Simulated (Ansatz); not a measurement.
# C₂H₇OSi radical: up Jacob's ladder to CCSD(T)

How much do the methods differ for C₂H₇OSi radical? The plan is to run it at one geometry with functionals of several rungs and with coupled cluster. The yardstick is the atomisation energy at the CCSD(T) limit.

The runs use Ansatz 0.2.0, Gaussian basis; functionals in def2-TZVPP, the program's frozen cores in correlated methods.

Levels to be run: LDA (SPW92), PBE-D4, revPBE-D4, BLYP-D4, r2SCAN-D4, B97M-V, PBE0-D4, B3LYP-D4, r2SCANh-D4, r2SCAN0-D4, HSE06-D4, BHLYP-D4, CAM-B3LYP-D4, LC-ωPBE, ωB97X-V, ωB97M-V, B2PLYP, PBE-QIDH; CCSD(T)/def2-SVP; CCSD(T)/def2-TZVPP; MP2/def2-QZVPP; extrapolation to the limit; RPA on PBE.

### 1 The relaxed structure

The geometry comes from an earlier relaxation with PBE0-D4 in a triple-zeta def2 set; it is a stationary point, not always the lowest conformer.

11 atoms, charge 0, spin multiplicity 2.

Atoms are counted from 1 here; the program's logs count them from 0.

Bond lengths: C1–Si2 1.844 Å, C1–H5 1.086 Å, C1–H6 1.087 Å, Si2–C3 1.865 Å, Si2–O4 1.654 Å, Si2–H7 1.488 Å, C3–H8 1.094 Å, C3–H9 1.093 Å, C3–H10 1.092 Å, O4–H11 0.958 Å. Angles: Si2–C1–H5 123.2°, Si2–C1–H6 122.4°, H5–C1–H6 114.3°, C1–Si2–C3 109.6°, C1–Si2–O4 110.8°, C1–Si2–H7 110.5°, C3–Si2–O4 112.4°, C3–Si2–H7 109.9°, O4–Si2–H7 103.5°, Si2–C3–H8 110.5°, Si2–C3–H9 111.6°, Si2–C3–H10 110.7°, H8–C3–H9 107.8°, H8–C3–H10 108.0°, H9–C3–H10 108.2°, Si2–O4–H11 116.9°.

### 2 LDA

This LDA is Slater exchange with PW92 correlation.

in.yaml reads:

```yaml
crystal:
  periodic: [false, false, false]
  atoms:
    - {symbol: C, position_ang: [-1.225541, 1.126386, 0.393531]}
    - {symbol: Si, position_ang: [-0.124217, 0.025240, -0.593754]}
    - {symbol: C, position_ang: [1.412049, -0.364518, 0.388378]}
    - {symbol: O, position_ang: [-0.930288, -1.338792, -1.069598]}
    - {symbol: H, position_ang: [-0.896667, 1.653919, 1.284581]}
    - {symbol: H, position_ang: [-2.252447, 1.334114, 0.105056]}
    - {symbol: H, position_ang: [0.246846, 0.675988, -1.878884]}
    - {symbol: H, position_ang: [1.960428, 0.552946, 0.620935]}
    - {symbol: H, position_ang: [1.170122, -0.858154, 1.333542]}
    - {symbol: H, position_ang: [2.076477, -1.020891, -0.178118]}
    - {symbol: H, position_ang: [-1.371463, -1.843236, -0.384972]}
basis:
  gaussian: {orbitals: def2-TZVPP}
magnetization: {spin_polarized: true, initial_magnetization: 1}
hamiltonian: {xc: lda}
output: {orbitals: {seedname: orbitals}}
```

Started as:

```console
ansatz run in.yaml --threads 4 --pin off --events-out ev --progress --plain --max-ram 10444MiB
```

After this run come: PBE-D4 (GGA); revPBE-D4 (GGA); BLYP-D4 (GGA); r2SCAN-D4 (meta-GGA); B97M-V (meta-GGA); B3LYP-D4 (hybrid); r2SCANh-D4 (hybrid); r2SCAN0-D4 (hybrid); HSE06-D4 (hybrid); BHLYP-D4 (hybrid); CAM-B3LYP-D4 (range-separated); LC-ωPBE (range-separated); ωB97X-V (range-separated); ωB97M-V (range-separated); B2PLYP (double hybrid); PBE-QIDH (double hybrid); CCSD(T) in def2-SVP; CCSD(T) in def2-TZVPP; MP2 in def2-QZVPP; RPA on PBE orbitals.

Q: Predict the results of all the runs planned. Wanted: atomisation energy, CCSD(T)/CBS; farthest beyond LDA; mean size of error, GGA; mean size of error, meta-GGA; mean size of error, hybrid; mean size of error, range-separated; mean size of error, double hybrid; gap, smallest and largest; T1 diagnostic.

**Answer**, as computed:

| quantity | value |
| --- | --- |
| atomisation energy, CCSD(T)/CBS | 41.940 eV |
| functionals within 0.210 eV (0.5 %) | r2SCAN-D4, B97M-V, PBE0-D4, B3LYP-D4, r2SCANh-D4, HSE06-D4, CAM-B3LYP-D4, LC-ωPBE, ωB97X-V, ωB97M-V |
| farthest beyond LDA | BHLYP-D4 (-0.936 eV) |
| mean size of error, GGA | 0.385 eV |
| mean size of error, meta-GGA | 0.104 eV |
| mean size of error, hybrid | 0.260 eV |
| mean size of error, range-separated | 0.099 eV |
| mean size of error, double hybrid | 0.404 eV |
| gap, smallest and largest | 1.45 eV (LDA (SPW92)), 10.05 eV (LC-ωPBE) |
| T1 diagnostic | 0.0111 |
| triples share of the correlation energy | 3.4 % |

What this shows: The LDA atomisation energy is off by 5.154 eV (12 %): it overbinds. PBE-D4 is off by +0.335 eV. Double hybrids carry the basis error of their MP2 part in triple zeta, and no dispersion term here, so their miss is partly the set-up's. The rungs range-separated, meta-GGA miss on average by less than the doubt on the reference (0.210 eV), so they tie. The reference freezes the cores and leaves out relativity and excitations past (T), so misses under about 0.210 eV can't be ranked. Hartree-Fock recovers 75 % of the binding; the rest is correlation. CCSD(T) in def2-SVP is off by -2.590 eV, more than most functionals: a good method in a small basis is no reference. The gap grows from 1.5 to 10.1 eV across the functionals, mostly with the share of exact exchange.
